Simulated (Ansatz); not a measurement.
# Cl2FHMoO2: small, medium and large basis sets

An exercise on one series of results from a longer session: the logs are not shown, and one member is left open.

Method: one geometry, several basis sets; program: Ansatz 0.2.0, Gaussian basis.

Plan: PBE0-D4/def2-SVP; ωB97M-V/def2-SVP; PBE0-D4/def2-QZVPP; ωB97M-V/def2-QZVPP; the functionals' def2-TZVPP values are taken from earlier runs.

## The geometry

All runs share one geometry, relaxed beforehand with PBE0-D4 in a triple-zeta def2 set. Mo takes the def2 core potential; no spin-orbit term is included.

SMILES `[O]=[Mo]([OH])([F])([Cl])[Cl]`, 7 atoms, charge 0, spin multiplicity 1.

Atoms are counted from 1 here; the program's logs count them from 0.

Bond lengths: O1–Mo2 1.641 Å, Mo2–O3 1.852 Å, Mo2–F4 1.854 Å, Mo2–Cl5 2.283 Å, Mo2–Cl6 2.293 Å, O3–H7 0.963 Å. Angles: O1–Mo2–O3 102.7°, O1–Mo2–F4 108.6°, O1–Mo2–Cl5 103.0°, O1–Mo2–Cl6 106.4°, O3–Mo2–F4 87.2°, O3–Mo2–Cl5 154.4°, O3–Mo2–Cl6 87.4°, F4–Mo2–Cl5 84.0°, F4–Mo2–Cl6 144.9°, Cl5–Mo2–Cl6 86.1°, Mo2–O3–H7 128.1°.

Geometry (Å):

```tsv
atom	x (Å)	y (Å)	z (Å)
O1	-1.87711	-0.18258	0.26802
Mo2	-0.31127	0.04917	-0.16430
O3	0.60711	-0.98803	1.06457
F4	0.14354	-1.21827	-1.43878
Cl5	-0.47785	1.44891	-1.96032
Cl6	0.41722	1.88551	0.99941
H7	1.55946	-1.06281	1.18560
```

The first run:

in.yaml

```yaml
crystal:
  periodic: [false, false, false]
  atoms:
    - {symbol: O, position_ang: [-1.877107, -0.182585, 0.268021]}
    - {symbol: Mo, position_ang: [-0.311269, 0.049168, -0.164297]}
    - {symbol: O, position_ang: [0.607114, -0.988026, 1.064571]}
    - {symbol: F, position_ang: [0.143537, -1.218272, -1.438783]}
    - {symbol: Cl, position_ang: [-0.477854, 1.448912, -1.960322]}
    - {symbol: Cl, position_ang: [0.417219, 1.885513, 0.999408]}
    - {symbol: H, position_ang: [1.559460, -1.062810, 1.185602]}
basis:
  gaussian: {orbitals: def2-SVP}
hamiltonian: {xc: pbe0, dispersion: d4}
output: {orbitals: {seedname: orbitals}}
```

On the command line:

```sh
> ansatz run in.yaml --threads 4 --pin off --events-out ev --progress --plain --max-ram 10444MiB
```

Steps of the session up to this table: PBE0-D4 in def2-SVP; ωB97M-V in def2-SVP; PBE0-D4 in def2-QZVPP; ωB97M-V in def2-QZVPP.

One of the session's tables, all rows but one given; the rest of the session is left out.

It belongs to the step «Density functionals: the series». 

| functional | basis | HOMO (eV) | LUMO (eV) |
| --- | --- | --- | --- |
| PBE0-D4 | def2-SVP | -8.91 | -4.75 |
| PBE0-D4 | def2-TZVPP | ? | ? |
| PBE0-D4 | def2-QZVPP | -8.93 | -4.70 |
| ωB97M-V | def2-SVP | -11.05 | -2.64 |
| ωB97M-V | def2-TZVPP | -11.11 | -2.64 |
| ωB97M-V | def2-QZVPP | -11.13 | -2.64 |

Estimate the missing values for PBE0-D4, def2-TZVPP.

**Answer.** HOMO (eV): -8.93; LUMO (eV): -4.71.
